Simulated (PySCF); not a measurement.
# C6H8OSe: magnetic properties

Aim: compute the magnetic properties of C6H8OSe (`C#C[C@@H](C=C)[Se@@](C)=O`).

Computed with PySCF 2.14.0 and routines of our own; the level stands in each step. Atoms count from 0.

## 1. The system as given

16 atoms, charge 0, multiplicity 1; geometry from: GFN2-xTB.

## 2. Magnetic properties: GIAO wB97X-D/pcSseg-1

Job settings and geometry (Å):

```
{"job": {"kind": "mag", "xc": "wB97X-D", "basis": "pcSseg-1", "isotopologues": 2}, "charge": 0, "multiplicity": 1}
C     -0.396446     2.361716     1.248474
C     -0.387494     1.255554     0.786286
C     -0.395854    -0.052565     0.204899
C     -1.742350    -0.513712    -0.229455
C     -2.120640    -1.779950    -0.180109
Se     0.778844    -0.081764    -1.481807
C      2.403352     0.514621    -0.542844
O      1.028506    -1.645547    -1.697863
H     -0.402665     3.321897     1.671063
H      0.103179    -0.795125     0.839554
H     -2.394850     0.253464    -0.627360
H     -3.087177    -2.094706    -0.533409
H     -1.474638    -2.548654     0.209933
H      2.233739     1.485326    -0.089090
H      2.645141    -0.239882     0.203887
H      3.201756     0.568270    -1.280233
```

Method: GIAO wB97X-D/pcSseg-1 magnetisability, rotational g tensor and spin-rotation constants, non-relativistic, gas phase.

On the command line:

```console
OMP_NUM_THREADS=1 python excited_run.py task.json out
```

This one command runs all jobs of the session in turn.

Log:

```text
coarse grid: 63368 points
cycle   1  E = -2709.5039290488  dE =  4.297e-01  |g| = 1.243e+00  |ddm| = 4.051e+00
cycle   2  E = -2708.8476762652  dE =  6.563e-01  |g| = 2.152e+00  |ddm| = 3.257e+00
cycle   3  E = -2709.7188674158  dE = -8.712e-01  |g| = 2.998e-01  |ddm| = 2.481e+00
cycle   4  E = -2709.7357628379  dE = -1.690e-02  |g| = 9.984e-02  |ddm| = 3.627e-01
cycle   5  E = -2709.7371748527  dE = -1.412e-03  |g| = 2.362e-02  |ddm| = 1.044e-01
cycle   6  E = -2709.7372730209  dE = -9.817e-05  |g| = 1.190e-02  |ddm| = 2.814e-02
cycle   7  E = -2709.7373097694  dE = -3.675e-05  |g| = 2.886e-03  |ddm| = 1.271e-02
cycle   8  E = -2709.7373129471  dE = -3.178e-06  |g| = 7.743e-04  |ddm| = 5.719e-03
final grid: 134512 points
cycle   9  E = -2709.7371779466  dE = -2.863e-06  |g| = 7.149e-04  |ddm| = 6.251e-03
cycle  10  E = -2709.7371780749  dE = -1.283e-07  |g| = 6.342e-04  |ddm| = 1.628e-03
cycle  11  E = -2709.7371781643  dE = -8.936e-08  |g| = 1.873e-04  |ddm| = 5.785e-04
cycle  12  E = -2709.7371781775  dE = -1.325e-08  |g| = 1.043e-04  |ddm| = 3.662e-04
cycle  13  E = -2709.7371781816  dE = -4.106e-09  |g| = 2.769e-05  |ddm| = 2.201e-04
cycle  14  E = -2709.7371781820  dE = -4.243e-10  |g| = 1.685e-05  |ddm| = 8.670e-05
converged SCF energy = -2709.7371781820

Magnetisability tensor (1e-30 J/T^2)
    -1385.98       12.79       40.09
       12.79    -1460.01      -44.97
       40.09      -44.97    -1476.02
isotropic -1440.67   principal values   -1524.81  -1426.71  -1370.48
isotropic susceptibility -86.759 1e-6 cm^3/mol

Inertial axes            a          b          c
rot. const./GHz      1.7429     1.3993     0.8593
chi total           -89.111    -86.789    -84.378
chi diamagnetic    -817.318   -930.614  -1475.856
chi paramagnetic    728.207    843.825   1391.478
quadrupole/D A       -5.203      5.330     -0.127
g nuclear            0.5856     0.5405     0.5533
g electronic        -0.5963    -0.5547    -0.5617
g total             -0.0107    -0.0142    -0.0084

Spin-rotation constants (kHz, H = +C I.J)
atom  isotope        aa         bb         cc
  8     1H       -0.143     -0.021     -0.097
  9     1H       -0.176     -0.171      0.040
 10     1H       -0.128     -0.143      0.049
 11     1H       -0.139      0.024     -0.053
 12     1H       -0.151     -0.123      0.045
 13     1H       -0.110     -0.022     -0.091
 14     1H       -0.210     -0.141      0.027
 15     1H        0.046     -0.140     -0.097
  0    13C*       0.450      0.218      0.265
  1    13C*       0.483      0.129      0.307
  2    13C*       0.317      0.347      0.176
  3    13C*       0.422      0.464      0.346
  4    13C*       0.393      0.444      0.336
  5   77Se*       4.349      3.707      2.232
  6    13C*       0.354      0.209      0.143
  7    17O*      -0.114     -0.378     -0.109
* in the singly substituted isotopologue

Isotopologues: g along a, b, c
2H    at 8,9,10,11,12,1    -0.0117    -0.0108    -0.0076
13C   at 0                 -0.0097    -0.0147    -0.0083
```

Run time: 1.8 min. Hardware: 1 thread of Intel Xeon at 2.70GHz, shared host; peak memory 1 GiB.

From this job:

```csv
quantity,value
magnetisability,-1441·10⁻³⁰ J/T²
molar susceptibility,-86.8·10⁻⁶ cm³/mol
"rotational g (a, b, c)","-0.0107, -0.0142, -0.0084"
```

## 3. Magnetic properties: GIAO PBE0/6-31G* in acetone

The job, as its differences from that of step 2:

```diff
@@ -1,2 +1,2 @@
-{"job": {"kind": "mag", "xc": "wB97X-D", "basis": "pcSseg-1", "isotopologues": 2}, "charge": 0, "multiplicity": 1}
+{"job": {"kind": "mag", "xc": "PBE0", "basis": "6-31G*", "solvent": "acetone"}, "charge": 0, "multiplicity": 1}
 C     -0.396446     2.361716     1.248474
```

With the program's defaults for keys left out, this is: GIAO PBE0/6-31G* magnetisability, non-relativistic, IEF-PCM acetone.

Log:

```text
coarse grid: 63368 points
cycle   1  E = -2708.9270473431  dE =  3.482e-01  |g| = 9.718e-01  |ddm| = 4.277e+00
cycle   2  E = -2707.9891647798  dE =  9.379e-01  |g| = 2.235e+00  |ddm| = 3.736e+00
cycle   3  E = -2709.0980929931  dE = -1.109e+00  |g| = 3.034e-01  |ddm| = 3.106e+00
cycle   4  E = -2709.1193323202  dE = -2.124e-02  |g| = 1.084e-01  |ddm| = 4.531e-01
cycle   5  E = -2709.1217196283  dE = -2.387e-03  |g| = 4.687e-02  |ddm| = 1.455e-01
cycle   6  E = -2709.1221902392  dE = -4.706e-04  |g| = 1.415e-02  |ddm| = 4.734e-02
cycle   7  E = -2709.1222400858  dE = -4.985e-05  |g| = 3.182e-03  |ddm| = 1.593e-02
cycle   8  E = -2709.1222423508  dE = -2.265e-06  |g| = 7.304e-04  |ddm| = 3.377e-03
final grid: 134512 points
cycle   9  E = -2709.1222849430  dE =  6.801e-08  |g| = 9.850e-04  |ddm| = 2.605e-03
cycle  10  E = -2709.1222846327  dE =  3.103e-07  |g| = 1.496e-03  |ddm| = 2.607e-03
cycle  11  E = -2709.1222851793  dE = -5.467e-07  |g| = 2.187e-04  |ddm| = 1.626e-03
cycle  12  E = -2709.1222851902  dE = -1.082e-08  |g| = 3.567e-05  |ddm| = 2.461e-04
cycle  13  E = -2709.1222851904  dE = -2.810e-10  |g| = 9.746e-06  |ddm| = 4.440e-05
converged SCF energy = -2709.1222851904

Magnetisability tensor (1e-30 J/T^2)
    -1360.26       12.04       35.41
       12.04    -1432.06      -43.47
       35.41      -43.47    -1455.43
isotropic -1415.91   principal values   -1497.97  -1401.32  -1348.45
isotropic susceptibility -85.268 1e-6 cm^3/mol

Inertial axes            a          b          c
rot. const./GHz      1.7429     1.3993     0.8593
chi total           -87.366    -85.256    -83.183
chi diamagnetic    -813.370   -926.801  -1471.815
chi paramagnetic    726.004    841.545   1388.632
quadrupole/D A       -5.227      5.536     -0.308
```

It took 48 s on 1 thread of Intel Xeon at 2.70GHz, shared host; peak memory 1 GiB.

In short:

```csv
quantity,value
magnetisability,-1416·10⁻³⁰ J/T²
molar susceptibility,-85.3·10⁻⁶ cm³/mol
```

## 4. Summary of results

| quantity | value |
| --- | --- |
| magnetisability (step 2, GIAO wB97X-D/pcSseg-1) | -1441·10⁻³⁰ J/T² |
| molar susceptibility (step 2, GIAO wB97X-D/pcSseg-1) | -86.8·10⁻⁶ cm³/mol |
| rotational g (a, b, c) (step 2, GIAO wB97X-D/pcSseg-1) | -0.0107, -0.0142, -0.0084 |

In words: Steps that list no spin-orbit terms leave them out, which matters at and beside the heavy atoms. Vibrational averaging and real surroundings are missing from these values.
